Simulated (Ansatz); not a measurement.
# Chlorotrimethylsilane (C₃H₉ClSi): how energies converge with the basis set

How large a basis does chlorotrimethylsilane (C₃H₉ClSi) need? Two functionals are run in growing sets.

Computed with Ansatz 0.2.0, Gaussian basis. Level: one geometry, several basis sets.

The runs, in order: PBE0-D4/def2-SVP; ωB97M-V/def2-SVP; PBE0-D4/def2-QZVPP; ωB97M-V/def2-QZVPP; the functionals' def2-TZVPP values are taken from earlier runs.

## Step 1: Structure used throughout

All runs share one geometry, relaxed beforehand with PBE0-D4 in a triple-zeta def2 set.

SMILES `C[Si](C)(C)Cl`, 14 atoms, charge 0, spin multiplicity 1.

Atoms are counted from 1 here; the program's logs count them from 0.

Bond lengths: C1–Si2 1.862 Å, C1–H6 1.092 Å, C1–H7 1.094 Å, C1–H8 1.092 Å, Si2–C3 1.862 Å, Si2–C4 1.862 Å, Si2–Cl5 2.079 Å, C3–H9 1.092 Å, C3–H10 1.092 Å, C3–H11 1.094 Å, C4–H12 1.094 Å, C4–H13 1.092 Å, C4–H14 1.092 Å. Angles: Si2–C1–H6 110.9°, Si2–C1–H7 110.4°, Si2–C1–H8 110.9°, H6–C1–H7 108.2°, H6–C1–H8 108.1°, H7–C1–H8 108.2°, C1–Si2–C3 111.5°, C1–Si2–C4 111.5°, C1–Si2–Cl5 107.3°, C3–Si2–C4 111.5°, C3–Si2–Cl5 107.3°, C4–Si2–Cl5 107.3°, Si2–C3–H9 110.9°, Si2–C3–H10 110.9°, Si2–C3–H11 110.4°, H9–C3–H10 108.1°, H9–C3–H11 108.2°, H10–C3–H11 108.2° and more.

## Step 2: PBE0-D4 in def2-SVP

in.yaml

```yaml
crystal:
  periodic: [false, false, false]
  atoms:
    - {symbol: C, position_ang: [-1.680305, 0.557865, 0.223647]}
    - {symbol: Si, position_ang: [0.107919, 0.307589, -0.231765]}
    - {symbol: C, position_ang: [1.206089, 0.335029, 1.271911]}
    - {symbol: C, position_ang: [0.348374, -1.249174, -1.224962]}
    - {symbol: Cl, position_ang: [0.669500, 1.905297, -1.438346]}
    - {symbol: H, position_ang: [-1.817411, 1.495590, 0.766555]}
    - {symbol: H, position_ang: [-2.029304, -0.259734, 0.861336]}
    - {symbol: H, position_ang: [-2.309957, 0.586697, -0.668309]}
    - {symbol: H, position_ang: [1.091003, 1.271335, 1.822330]}
    - {symbol: H, position_ang: [2.256422, 0.233634, 0.990142]}
    - {symbol: H, position_ang: [0.952156, -0.489590, 1.944545]}
    - {symbol: H, position_ang: [0.066589, -2.125706, -0.634028]}
    - {symbol: H, position_ang: [1.392005, -1.362721, -1.526316]}
    - {symbol: H, position_ang: [-0.266179, -1.235113, -2.127738]}
basis:
  gaussian: {orbitals: def2-SVP}
hamiltonian: {xc: pbe0, dispersion: d4}
output: {orbitals: {seedname: orbitals}}
```

Launch:

```console
> ansatz run in.yaml --threads 4 --pin off --events-out ev --progress --plain --max-ram 10444MiB
```

After this run come: ωB97M-V in def2-SVP; PBE0-D4 in def2-QZVPP; ωB97M-V in def2-QZVPP.

Q: Predict the results of all the runs planned. Wanted: PBE0-D4: double and triple zeta above quadruple; ωB97M-V: double and triple zeta above quadruple.

**Answer**, as computed:

| quantity | value |
| --- | --- |
| PBE0-D4: double and triple zeta above quadruple | 11.61, 0.83 eV |
| ωB97M-V: double and triple zeta above quadruple | 11.81, 0.79 eV |

In words: For PBE0-D4 the step from double to triple zeta gains 10.78 eV and the next only 0.83 eV. These are total energies; as a rule much of such shifts cancels in differences, which this series doesn't test. The LUMO of ωB97M-V is positive and keeps falling with the basis (3.03 to 1.56 eV): an unbound level that the basis holds in place.
